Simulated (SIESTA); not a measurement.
The system is NbTe.

```xyz
2
Lattice="3.7030 0.0000 0.0000 -1.8515 3.2069 0.0000 0.0000 0.0000 3.6942" Properties=species:S:1:pos:R:3 pbc="T T T"
Te    1.8515    1.0690    0.0000
Nb    0.0000    0.0000    1.8471
```

The cell comes from a database or a generator and needn't be the stable form of this composition.

Base run:

```yaml
Program: SIESTA 5.4.2
Functional: PBE
Potentials_or_basis: PseudoDojo 0.4 standard (PBE files)
Basis: DZDP (energy shift 0.003 Ry; two zetas on semicore shells)
Grid_cutoff: 800 Ry
Energy_shift: 0.003 Ry
k_mesh: 8 × 8 × 7
Occupations: fermi-dirac, width 0.05 eV
Spin: no spin polarisation
```

Its results: band gap on the k mesh none (metal or under the smearing width); pressure 1.7 GPa.

Question: After a change of settings the same cell gave: band gap on the k mesh none (metal or under the smearing width); pressure 2.9 GPa. Which change was it?
A. basis from DZDP (energy shift 0.003 Ry; two zetas on semicore shells) to DZ (energy shift 0.003 Ry; two zetas on semicore shells)
B. basis from DZDP (energy shift 0.003 Ry; two zetas on semicore shells) to TZP (energy shift 0.003 Ry; two zetas on semicore shells)
C. basis from DZDP (energy shift 0.003 Ry; two zetas on semicore shells) to SZP (energy shift 0.003 Ry)
D. basis from DZDP (energy shift 0.003 Ry; two zetas on semicore shells) to TZDP (energy shift 0.003 Ry; two zetas on semicore shells)

Answer: C.

Caveats: the basis of atomic orbitals isn't converged, which shifts pressures, moduli and gaps.
